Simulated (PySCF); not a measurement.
# cyclo-(Cl2SnSe)2: geometry, NMR shifts and electronic excitations

What NMR shifts and electronic excitations should cyclo-(Cl2SnSe)2 show?

The runs use PySCF 2.14.0, with density-fitted response routines of our own; the level of theory stands in each step. All values are computed, except where a source is named. Atoms count from 0, in the outputs and in this text.

## (1) Starting geometry

8 atoms, charge 0, multiplicity 1; geometry from: GFN2-xTB. The atoms were then displaced at random by about 0.03 Å, so the start is not that level's minimum.

Bonds of the start (Å): Sn0–Cl1 2.29, Sn0–Cl2 2.33, Sn0–Se3 2.69, Sn0–Se7 2.64, Se3–Sn4 2.55, Sn4–Cl5 2.28, Sn4–Cl6 2.34, Sn4–Se7 2.67.

## (2) Geometry optimisation at PBE0-D3(BJ)/def2-SVP

What the job is given:

```
{"job": {"xc": "PBE0", "basis": "def2-SVP", "d3": "d3bj", "grid": 1, "maxiter": 40, "shake": 0.03, "kind": "geom"}, "charge": 0, "multiplicity": 1}
Sn    -0.642640    -0.685760     1.487770
Cl    -1.627340    -2.728690     1.790130
Cl    -0.964330     0.521540     3.454530
Se    -1.683150     0.688290    -0.578130
Sn     0.693060     0.591400    -1.506460
Cl     0.896150    -0.521860    -3.482030
Cl     1.634570     2.710610    -1.804620
Se     1.831900    -0.661190     0.555100
```

The run is started by

```bash
$ OMP_NUM_THREADS=1 python probes_run.py task.json out
```

The driver reads the jobs from task.json and runs them one after another.

What it wrote:

```text
step   0  E = -7070.50769299  max force = 0.038748
step   1  E = -7070.51721895  max force = 0.012168
step   2  E = -7070.51854714  max force = 0.002510
step   3  E = -7070.51864589  max force = 0.001538
step   4  E = -7070.51863191  max force = 0.000774
step   5  E = -7070.51859988  max force = 0.000792
step   6  E = -7070.51862059  max force = 0.000640
step   7  E = -7070.51861545  max force = 0.000466
step   8  E = -7070.51861132  max force = 0.000392
step   9  E = -7070.51860905  max force = 0.000359
optimisation converged
```

Run time: 6.3 min. Hardware: 1 thread of Arm Neoverse V1, shared host; peak memory 1.3 GiB.

Along the way:

```
step  energy from step 0 (eV)  largest force component (eV/Å)
   0                   0.0000                          1.9925
   1                  -0.2592                          0.6257
   2                  -0.2954                          0.1291
   3                  -0.2980                          0.0791
   4                  -0.2977                          0.0398
   5                  -0.2968                          0.0407
   6                  -0.2974                          0.0329
   7                  -0.2972                          0.0240
   8                  -0.2971                          0.0202
   9                  -0.2970                          0.0185
```

Distances of close pairs at the start and the end, largest changes first:

```
   bond  before (Å)  after (Å)  change (Å)
Sn0–Se3       2.690      2.536      -0.155
Sn4–Se7       2.668      2.536      -0.131
Sn0–Se7       2.645      2.541      -0.104
Sn4–Cl5       2.277      2.329      +0.052
Sn0–Cl1       2.288      2.333      +0.045
Se3–Sn4       2.553      2.541      -0.012
Sn4–Cl6       2.338      2.333      -0.005
Sn0–Cl2       2.330      2.329      -0.001
```

The end geometry stands in the next job.

```
                         at the end point                value
  point group (found at 0.08 Å tolerance)                   Ci
rotational constants (GHz, main isotopes)  0.466, 0.209, 0.199
                        dipole moment (D)                 0.02
```

## (3) NMR shieldings: PBE0/def2-TZVP+pcSseg-1

What the job is given:

```
{"job": {"kind": "nmr", "xc": "PBE0", "basis": {"default": "pcSseg-1", "Sn": "def2-TZVP"}}, "charge": 0, "multiplicity": 1}
Sn    -0.702789    -0.619207     1.326185
Cl    -1.652354    -2.726520     1.640586
Cl    -1.051760     0.535286     3.318117
Se    -1.707009     0.592994    -0.661749
Sn     0.739020     0.596522    -1.348854
Cl     1.096097    -0.549662    -3.344411
Cl     1.675212     2.712089    -1.647032
Se     1.741803    -0.627163     0.633448
```

Level: GIAO PBE0/pcSseg-1 Sn:def2-TZVP NMR shielding, scalar relativity only through core potentials, gas phase.

What it wrote:

```text
coarse grid: 55984 points
cycle   1  E = -7066.7338693029  dE = -7.078e+01  |g| = 4.602e+00  |ddm| = 4.381e+01
cycle   2  E = -7042.5815701204  dE =  2.415e+01  |g| = 1.171e+01  |ddm| = 3.212e+01
cycle   3  E = -7070.7788091249  dE = -2.820e+01  |g| = 1.120e+00  |ddm| = 3.042e+01
cycle   4  E = -7071.0447810068  dE = -2.660e-01  |g| = 5.612e-01  |ddm| = 1.931e+00
cycle   5  E = -7071.1062801851  dE = -6.150e-02  |g| = 5.635e-02  |ddm| = 6.556e-01
cycle   6  E = -7071.1068429348  dE = -5.627e-04  |g| = 1.981e-02  |ddm| = 7.526e-02
cycle   7  E = -7071.1069281888  dE = -8.525e-05  |g| = 4.985e-03  |ddm| = 2.555e-02
cycle   8  E = -7071.1069323883  dE = -4.199e-06  |g| = 1.482e-03  |ddm| = 5.403e-03
final grid: 101224 points
cycle   9  E = -7071.1068328624  dE =  2.444e-07  |g| = 1.907e-03  |ddm| = 3.887e-03
cycle  10  E = -7071.1068317241  dE =  1.138e-06  |g| = 2.784e-03  |ddm| = 5.491e-03
cycle  11  E = -7071.1068336299  dE = -1.906e-06  |g| = 2.918e-04  |ddm| = 3.610e-03
cycle  12  E = -7071.1068336454  dE = -1.546e-08  |g| = 4.185e-05  |ddm| = 3.592e-04
cycle  13  E = -7071.1068336459  dE = -4.675e-10  |g| = 9.279e-06  |ddm| = 6.690e-05
converged SCF energy = -7071.1068336459

GIAO shielding tensors (ppm)
atom      isotropic    diamagn.    paramagn.     s11        s22        s33       span
  0 Sn         nan         nan         nan        nan        nan        nan        nan
  1 Cl     741.238    1147.051    -405.813    553.133    669.062   1001.520    448.387
  2 Cl     735.452    1147.147    -411.695    548.318    662.042    995.997    447.680
  3 Se    1064.265    2998.966   -1934.701     93.065   1480.187   1619.543   1526.478
  4 Sn         nan         nan         nan        nan        nan        nan        nan
  5 Cl     735.552    1147.108    -411.556    548.926    661.528    996.201    447.275
  6 Cl     741.007    1147.055    -406.048    553.496    667.967   1001.557    448.061
  7 Se    1062.111    2998.959   -1936.848     89.477   1479.317   1617.539   1528.062
```

Run time: 1.9 min. Hardware: 1 thread of Arm Neoverse V1, shared host; peak memory 1.8 GiB.

The references, computed at this level on geometries of the same kind, shield at (ppm): 77Se Me2Se 1770, 35Cl HCl 943. Their shielding less the atom's gives the shift. The references are single molecules in the gas phase. Atoms listed in one row are averaged.

```csv
atoms,environment,σ (ppm),δ (ppm)
"Cl1, Cl2, Cl5, Cl6",chlorine bonded to Sn,738,205
"Se3, Se7",selenium bonded to 2 Sn,1063,707
```

Atoms past Kr carry core potentials, so their printed shieldings have no meaning and are left out of the table.

Charges from the same density, by scheme (e):

```csv
atoms,Mulliken,ESP fit
"Sn0, Sn4",0.64,0.09
"Cl1, Cl2, Cl5, Cl6",-0.21,-0.07
"Se3, Se7",-0.21,0.06
```

Mayer bond orders: Sn0–Cl1 1.07, Sn0–Cl2 1.07, Sn0–Se3 0.96, Sn0–Se7 0.97, Se3–Sn4 0.97, Sn4–Cl5 1.07, Sn4–Cl6 1.07, Sn4–Se7 0.96.

With diffuse functions Mulliken charges and Mayer bond orders lose their meaning; the other schemes are steadier.

Orbitals, density, ELF and potential are computed afterwards from the orbital file.

Frontier orbitals at PBE0/def2-TZVP+pcSseg-1, with the share of their density that lies nearest to each atom:

| orbital | energy (eV) | lies on |
| --- | --- | --- |
| HOMO | -8.16 | Se3, Se7 about 46 % each |
| LUMO | -3.60 | Se3, Se7 about 24 % each; Sn0, Sn4 about 16 % each |

ELF in a plane through or near 6 of the atoms.

Ten even steps from ' ' (0.00) to '@' (0.89):
```
                                                        
                                                        
          ..::----..                ::----::..          
      ..==**%%%%%%++::            --**%%@@%%**==..      
    ..==%%@@@@@@@@##--            ==%%@@%%%%@@%%==..    
    --##@@##----@@%%--            ==%%%%----%%@@**--    
    ==%%@@**++==%%##::            --####++**%%@@##--    
    ==##@@@@++##%%==::....    ....::==%%##%%@@@@**--    
    ..--++**##++::==++::::....::::++==::++**++==::      
          ....::==%%++++::::::::++**%%==::..            
            ..::==##**++::::::::++**%%==::::..          
      ::==++**++::==++::::....::::++==::++####**==..    
    --##@@@@%%**%%==::....    ....::==%%##++@@@@##==    
    --##@@%%**++%%##::            ::##%%++%%++@@%%==    
    --##@@%%==--%%%%==            --%%@@::==**@@##--    
    ..==%%@@%%@@@@%%==            --##@@@@@@@@%%==..    
      ..==**%%@@%%**--            ::++##%%%%**==::      
          ..::----::                ..::--::..          
                                                        
                                                        
```
The map spans 11.4 Å across and 9.0 Å up, centred on the molecule. Atoms in the plane (x, y in Å): Sn0 (1.6, 0.0), Cl1 (3.1, -1.8), Cl2 (3.0, 1.9), Sn4 (-1.6, 0.0), Cl5 (-3.0, -1.9), Cl6 (-3.1, 1.8).

On the surface of density 0.002 e/bohr³ the electrostatic potential runs, from the 1st to the 99th percentile, from -0.24 V near Cl2 to 2.02 V near Sn0.

## (4) Ultraviolet spectrum: PBE0/def2-SVPD

The job, as its differences from that of step 3:

```diff
@@ -1,2 +1,2 @@
-{"job": {"kind": "nmr", "xc": "PBE0", "basis": {"default": "pcSseg-1", "Sn": "def2-TZVP"}}, "charge": 0, "multiplicity": 1}
+{"job": {"kind": "uv", "xc": "PBE0", "basis": "def2-SVPD", "ip": true, "nstates": 10}, "charge": 0, "multiplicity": 1}
 Sn    -0.702789    -0.619207     1.326185
```

Method: TDDFT PBE0/def2-SVPD, vertical, gas phase, core orbitals frozen in the response.

What it wrote:

```text
coarse grid: 55984 points
cycle   1  E = -7064.4018554863  dE = -4.162e+01  |g| = 4.877e+00  |ddm| = 1.767e+01
cycle   2  E = -6942.0240491663  dE =  1.224e+02  |g| = 1.344e+01  |ddm| = 2.043e+02
cycle   3  E = -7069.7450187657  dE = -1.277e+02  |g| = 1.804e+00  |ddm| = 2.048e+02
cycle   4  E = -7069.9344637418  dE = -1.894e-01  |g| = 1.397e+00  |ddm| = 5.967e+00
cycle   5  E = -7070.4668393395  dE = -5.324e-01  |g| = 4.639e-01  |ddm| = 2.111e+00
cycle   6  E = -7070.5131509484  dE = -4.631e-02  |g| = 2.691e-01  |ddm| = 1.107e+00
cycle   7  E = -7070.5302809041  dE = -1.713e-02  |g| = 2.673e-02  |ddm| = 3.993e-01
cycle   8  E = -7070.5305059050  dE = -2.250e-04  |g| = 6.872e-03  |ddm| = 6.346e-02
cycle   9  E = -7070.5305200040  dE = -1.410e-05  |g| = 1.709e-03  |ddm| = 1.140e-02
cycle  10  E = -7070.5305208231  dE = -8.191e-07  |g| = 5.654e-04  |ddm| = 3.604e-03
final grid: 101224 points
cycle  11  E = -7070.5302023313  dE =  1.368e-07  |g| = 1.013e-03  |ddm| = 3.791e-03
cycle  12  E = -7070.5302015768  dE =  7.545e-07  |g| = 1.824e-03  |ddm| = 4.840e-03
cycle  13  E = -7070.5302026621  dE = -1.085e-06  |g| = 1.015e-04  |ddm| = 3.158e-03
cycle  14  E = -7070.5302026653  dE = -3.218e-09  |g| = 8.696e-06  |ddm| = 1.801e-04
cycle  15  E = -7070.5302026653  dE = -2.001e-11  |g| = 3.658e-06  |ddm| = 1.841e-05
converged SCF energy = -7070.5302026653

Static polarisability (au): isotropic 191.790, principal 168.683 173.739 232.948

Singlet excitations
state   eV       nm        f      main configurations
  1   3.1699    391.1   0.00002   H->L 0.99
  2   3.4073    363.9   0.00000   H->L+1 0.99
  3   3.6140    343.1   0.00000   H-1->L 0.98
  4   3.8542    321.7   0.02486   H-1->L+1 0.98
  5   4.0557    305.7   0.00000   H-2->L 0.99
  6   4.4631    277.8   0.03440   H-2->L+1 0.88, H-3->L 0.10
  7   4.6239    268.1   0.00000   H-3->L+1 0.96
  8   4.8272    256.8   0.04936   H-3->L 0.79
  9   4.8527    255.5   0.00115   H-4->L+1 0.46, H-6->L 0.38, H-5->L 0.09
 10   4.8631    254.9   0.03251   H-4->L 0.58, H-6->L+1 0.28

Triplet excitations (Tamm-Dancoff, eV): 2.8500 3.1459 3.2762 3.5158
Vertical ionisation energy (delta-SCF) = 9.6721 eV
Vertical electron affinity (delta-SCF) = 2.2172 eV
```

Wall time 6.6 min (1 thread of Arm Neoverse V1, shared host); peak memory 1.5 GiB.

The orbitals next to the gap, with their largest atomic shares:

```csv
orbital,eV,atoms
HOMO−3,-9.33,"Se3 16 %, Se7 16 %, Cl5 15 %"
HOMO−2,-8.92,"Se3 36 %, Se7 36 %, Sn0 7 %"
HOMO−1,-8.50,"Se7 36 %, Se3 36 %, Sn0 6 %"
HOMO,-8.10,"Se3 43 %, Se7 43 %, Sn0 4 %"
LUMO,-3.65,"Se7 26 %, Se3 26 %, Sn4 12 %"
LUMO+1,-3.56,"Sn0 14 %, Sn4 14 %, Se7 14 %"
LUMO+2,-1.58,"Sn4 20 %, Sn0 20 %, Se3 16 %"
```

With each of the 10 states as a Gaussian band of 0.4 eV half-width at 1/e, the curve within the window shown has maxima at 260 nm (ε 4,000) L/(mol cm). Beyond the last state computed it falls off for lack of states. The curve at chosen wavelengths:

(nm, ε (L/mol/cm)): (240, 1828), (250, 3394), (259, 4022), (269, 3634), (279, 2745), (288, 2024), (298, 1528), (308, 1310), (317, 1208), (327, 1067), (337, 859), (346, 645), (356, 426), (366, 258), (376, 145), (385, 82), (395, 42), (405, 20), (414, 11), (424, 5), (434, 2), (443, 1), (453, 1), (463, 0), (472, 0), (482, 0)

Leading natural transition orbitals of singlet state 8: the hole lies on 4 Cl atoms about 18 % each; Se3, Se7 about 12 % each; the particle on Se3, Se7 about 24 % each; Sn0, Sn4 about 15 % each.

Leading natural transition orbitals of singlet state 1: the hole lies on Se3, Se7 about 47 % each; the particle on Se3, Se7 about 25 % each; Sn0, Sn4 about 15 % each.

Further results of this job:

```
           property  computed
  dipole moment (D)      0.02
polarisability (Å³)     28.42
 HOMO–LUMO gap (eV)      4.45
      −ε(HOMO) (eV)      8.10
```

## (5) NMR shieldings: KT2/def2-TZVP+pcSseg-1

The job, as its differences from that of step 4:

```diff
@@ -1,2 +1,2 @@
-{"job": {"kind": "uv", "xc": "PBE0", "basis": "def2-SVPD", "ip": true, "nstates": 10}, "charge": 0, "multiplicity": 1}
+{"job": {"kind": "nmr", "xc": "KT2", "basis": {"default": "pcSseg-1", "Sn": "def2-TZVP"}, "pop": false}, "charge": 0, "multiplicity": 1}
 Sn    -0.702789    -0.619207     1.326185
```

Method: GIAO KT2/pcSseg-1 Sn:def2-TZVP NMR shielding, scalar relativity only through core potentials, gas phase.

What it wrote:

```text
coarse grid: 55984 points
cycle   1  E = -7100.6054755137  dE = -6.814e+01  |g| = 5.357e+00  |ddm| = 4.276e+01
cycle   2  E = -6988.3575783808  dE =  1.122e+02  |g| = 1.430e+01  |ddm| = 6.881e+01
cycle   3  E = -7106.8511085620  dE = -1.185e+02  |g| = 1.344e+00  |ddm| = 6.809e+01
cycle   4  E = -7106.1585915850  dE =  6.925e-01  |g| = 1.866e+00  |ddm| = 3.457e+00
cycle   5  E = -7107.0771977466  dE = -9.186e-01  |g| = 5.262e-01  |ddm| = 2.512e+00
cycle   6  E = -7107.1437609886  dE = -6.656e-02  |g| = 2.560e-01  |ddm| = 1.083e+00
cycle   7  E = -7107.1600015051  dE = -1.624e-02  |g| = 4.998e-02  |ddm| = 3.192e-01
cycle   8  E = -7107.1604416149  dE = -4.401e-04  |g| = 1.944e-02  |ddm| = 6.883e-02
cycle   9  E = -7107.1605058202  dE = -6.421e-05  |g| = 8.579e-03  |ddm| = 3.011e-02
cycle  10  E = -7107.1605302690  dE = -2.445e-05  |g| = 2.434e-03  |ddm| = 1.445e-02
cycle  11  E = -7107.1605319118  dE = -1.643e-06  |g| = 7.789e-04  |ddm| = 4.222e-03
final grid: 101224 points
cycle  12  E = -7107.1604631337  dE =  9.289e-07  |g| = 2.116e-03  |ddm| = 5.143e-03
cycle  13  E = -7107.1604521383  dE =  1.100e-05  |g| = 6.020e-03  |ddm| = 1.260e-02
cycle  14  E = -7107.1604646312  dE = -1.249e-05  |g| = 3.810e-04  |ddm| = 9.454e-03
cycle  15  E = -7107.1604646776  dE = -4.640e-08  |g| = 5.767e-05  |ddm| = 6.047e-04
cycle  16  E = -7107.1604646781  dE = -5.512e-10  |g| = 1.420e-05  |ddm| = 8.216e-05
converged SCF energy = -7107.1604646781

GIAO shielding tensors (ppm)
atom      isotropic    diamagn.    paramagn.     s11        s22        s33       span
  0 Sn         nan         nan         nan        nan        nan        nan        nan
  1 Cl     667.657    1149.412    -481.755    449.002    579.235    974.734    525.732
  2 Cl     660.609    1149.518    -488.909    443.230    570.420    968.175    524.945
  3 Se     886.453    3004.416   -2117.962    -45.450   1254.635   1450.176   1495.626
  4 Sn         nan         nan         nan        nan        nan        nan        nan
  5 Cl     660.818    1149.475    -488.658    443.958    570.026    968.469    524.511
  6 Cl     667.285    1149.418    -482.133    449.259    577.861    974.735    525.476
  7 Se     884.339    3004.400   -2120.061    -48.896   1253.687   1448.226   1497.122
```

Wall time 97 s (1 thread of Arm Neoverse V1, shared host); peak memory 1.6 GiB.

In short: δ Cl1 279, Se3 836 ppm (means over like atoms).

## (6) Comparing the runs: NMR shifts

Shifts (ppm), means over like atoms, with basis size and wall time:

```
                    run  Cl1  Se3  functions     time
PBE0/def2-TZVP+pcSseg-1  205  707        278  1.9 min
 KT2/def2-TZVP+pcSseg-1  279  836        278     97 s
```

## (7) Results

```
                                                                            quantity                        value
                                                                         point group                           Ci
                                                rotational constants (main isotopes)         0.47, 0.21, 0.20 GHz
  35Cl shifts against HCl (PBE0/def2-TZVP+pcSseg-1, means over atoms taken as alike)                      205 ppm
77Se shifts against Me2Se (PBE0/def2-TZVP+pcSseg-1, means over atoms taken as alike)                      707 ppm
                                               surface potential, 1st and 99th percentile           -0.24 V and 2.02 V
                                                     lowest singlet (PBE0/def2-SVPD)  3.17 eV (391 nm), f = 0.000
                                            brightest single state of those computed  state 8, 4.83 eV, f = 0.049
                                                                      lowest triplet                      2.85 eV
                                                   vertical ionisation energy (ΔSCF)                      9.67 eV
                                                   vertical electron affinity (ΔSCF)                      2.22 eV
                                                           range of the shift of Se3               707 to 836 ppm
```

The start was shaken at random, so part of the energy gained undoes that. Relaxing lowered the energy by 0.297 eV in 9 steps; the close pair that moved most is Sn0–Se3, from 2.690 to 2.536 Å. At PBE0/def2-TZVP+pcSseg-1: The largest span, 1527 ppm, is at Se3, Se7, where the paramagnetic term is -1936 ppm. At PBE0/def2-TZVP+pcSseg-1, counted by nearest atom on the grid, the HOMO lies on Se3, Se7 about 46 % each, the LUMO on Se3, Se7 about 24 % each; Sn0, Sn4 about 16 % each. The first singlet state (HOMO→LUMO 0.99) lies at 3.17 eV and is dark; of the 10 states computed, the strongest absorption comes from states 8 to 10 together at 4.83 eV (the last computed, so partners may be missing). The lowest triplet lies 0.32 eV below the lowest singlet (triplets in Tamm-Dancoff, singlets in full TDDFT). Spin-orbit coupling, left out, mixes singlets and triplets in elements this heavy. ΔSCF puts the ionisation energy at 9.67 eV, 1.57 eV above −ε(HOMO). Across the 2 runs the shift of Se3 (with its like atoms) moves most, between 707 (PBE0/def2-TZVP+pcSseg-1) and 836 ppm (KT2/def2-TZVP+pcSseg-1). Spin-orbit coupling is left out, which matters for shieldings and couplings at and beside the heavy atoms.
